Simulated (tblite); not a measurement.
# C4H7N3SSi: the cost of one run

The runs use tblite 0.8.0 and PySCF 2.14.0, with density-fitted response routines of our own; the level of theory stands in each step. All values are computed, except where a source is named. Atoms count from 0, in the outputs and in this text.

### 1 The molecule as given

16 atoms, charge 0, multiplicity 1; geometry from: force field or distance geometry start.

Bonds of the start (Å): C0–S1 1.81, S1–Si2 2.14, Si2–N3 1.77, Si2–C4 1.82, C4–N5 1.16, Si2–C6 1.89, C6–C7 1.46, C7–N8 1.15, C0–H9 1.11, C0–H10 1.11, C0–H11 1.12, N3–H12 1.04, N3–H13 1.04, C6–H14 1.11, C6–H15 1.10.

### 2 Optimising the geometry with GFN2-xTB

What the job is given:

```
{"job": {"kind": "relax", "xc": "GFN2-xTB", "basis": "xTB"}, "charge": 0, "multiplicity": 1}
C      2.960400    -0.289400    -0.177900
S      1.355200    -0.418800    -1.003600
Si    -0.298200    -0.104300     0.318200
N     -0.114900     1.301700     1.373500
C     -0.680500    -1.567900     1.329700
N     -0.940700    -2.497900     1.965200
C     -1.802600     0.196400    -0.787900
C     -3.054900     0.041300    -0.058500
N     -4.049800    -0.072400     0.511700
H      2.914800     0.250700     0.794200
H      3.666400     0.185500    -0.892300
H      3.323400    -1.336400    -0.038000
H     -0.771500     2.081700     1.189300
H      0.879600     1.579000     1.528100
H     -1.715800    -0.548800    -1.601400
H     -1.678600     1.208500    -1.194100
```

The run is started by

```sh
> OMP_NUM_THREADS=1 python probes_run.py task.json out
```

One launch serves the whole session: the jobs run in the order shown.

Q: Estimate the wall time and peak memory of this first job on 1 thread of Arm Neoverse V1, shared host.

About 1.1 s, with a peak of 0.17 GiB.
